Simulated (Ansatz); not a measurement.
# InH₃+ (doublet): from Hartree-Fock to the top rungs at angle H3–In1–H4 = 101.6°, def2-SVP

Aim: climb from Hartree-Fock through coupled cluster and multireference methods for InH₃+ (doublet) at one geometry and basis, and see what each rung misses.

Program: Ansatz 0.2.0, Gaussian basis. Level of theory: def2-SVP, core rule «outside noble gas», up to 9 orbitals frozen. These are calculated values, not measurements.

To be run: UHF; CCSD(T) on ROHF; CCSD(T) on UHF; BCCD(T) on ROHF; CISD; CCSDT(Q) on ROHF; CCSDT(Q) on UHF; CASSCF and MRCISD+Q, 3 electrons in 3 orbitals; CASSCF and NEVPT2, 3 electrons in 3 orbitals; Full CI.

32 further runs of the same task are left out: 16 for a known fault of the program, 2 for a mislabelled method, 11 that didn't finish, 3 set aside as unsound or not needed.

## (1) The geometry

The geometry derives from a PBE0/def2-TZVP stationary point (not a proven minimum). One angle is set to the value named; bond lengths are kept. No spin-orbit coupling is included. Elements past krypton take def2 core potentials.

4 atoms, charge 1, spin multiplicity 2.

Atoms are counted from 1 here; the program's logs count them from 0.

Bond lengths: In1–H3 1.669 Å, In1–H4 1.668 Å. Angles: H3–In1–H4 101.6°.

## (2) UHF

Contents of in.yaml:

```yaml
crystal:
  periodic: [false, false, false]
  atoms:
    - {symbol: In, position_ang: [0.000000, -0.002084, 0.000072]}
    - {symbol: H, position_ang: [0.000000, 2.349755, -0.068916]}
    - {symbol: H, position_ang: [0.000000, -1.093413, -1.262039]}
    - {symbol: H, position_ang: [0.000000, -1.018899, 1.322793]}
basis:
  gaussian: {orbitals: def2-SVP}
total_charge: 1
magnetization: {spin_polarized: true, initial_magnetization: 1}
hamiltonian: {xc: hf}
output: {orbitals: {seedname: orbitals}}
```

Launch:

```bash
ansatz run in.yaml --threads 1 --pin off --events-out ev --progress --plain --max-ram 2393MiB
```

After this run come: CCSD(T) on ROHF; CCSD(T) on UHF; BCCD(T) on ROHF; CISD; CCSDT(Q) on ROHF; CCSDT(Q) on UHF; CASSCF and MRCISD+Q, 3 electrons in 3 orbitals; CASSCF and NEVPT2, 3 electrons in 3 orbitals; Full CI.

Before running them: what should the planned runs give, taken together? Wanted: FCI below the RHF energy; RMP2 from FCI; UMP2 from FCI; RCCSD from FCI; RCCSD(T) from FCI; UCCSD(T) from FCI; RCCSDT(Q) from FCI; UCCSDT(Q) from FCI; NEVPT2 pair from FCI.

As calculated:

```
                         quantity                                                                                                        value
         FCI below the RHF energy                                                                                                   -1.9271 eV
                    RMP2 from FCI                                                                                              +12.74 kcal/mol
                    UMP2 from FCI                                                                                              +12.66 kcal/mol
                   RCCSD from FCI                                                                                               +0.81 kcal/mol
                RCCSD(T) from FCI                                                                                               +0.23 kcal/mol
                UCCSD(T) from FCI                                                                                               +0.21 kcal/mol
               RCCSDT(Q) from FCI                                                                                               -0.02 kcal/mol
               UCCSDT(Q) from FCI                                                                                               -0.04 kcal/mol
             NEVPT2 pair from FCI                                                                                              +10.00 kcal/mol
           MRCISD+Q pair from FCI                                                                                               -0.54 kcal/mol
levels within 1 kcal/mol (43 meV)  RCCSD, UCCSD, RCCSD(T), UCCSD(T), BCCD(T), RCCSDT, UCCSDT, RCCSDT(Q), UCCSDT(Q), MRCISD pair, MRCISD+Q pair
                    T1 diagnostic                                                                                                        0.023
   effectively unpaired electrons                                                                                                         1.05
```

**Reading.** RCCSD(T) misses by +0.23 kcal/mol, 0.5 % of the correlation energy. MRCISD+Q pair falls below full CI: the +Q correction isn't variational, and the cores differ from full CI's. One determinant dominates. Of the multireference levels listed MRCISD+Q pair comes nearest in total energy (-0.54 kcal/mol), which doesn't show that its space is the better one. These misses are within one basis, not against nature; the frozen cores of restricted and unrestricted runs differ, which can shift their rows.
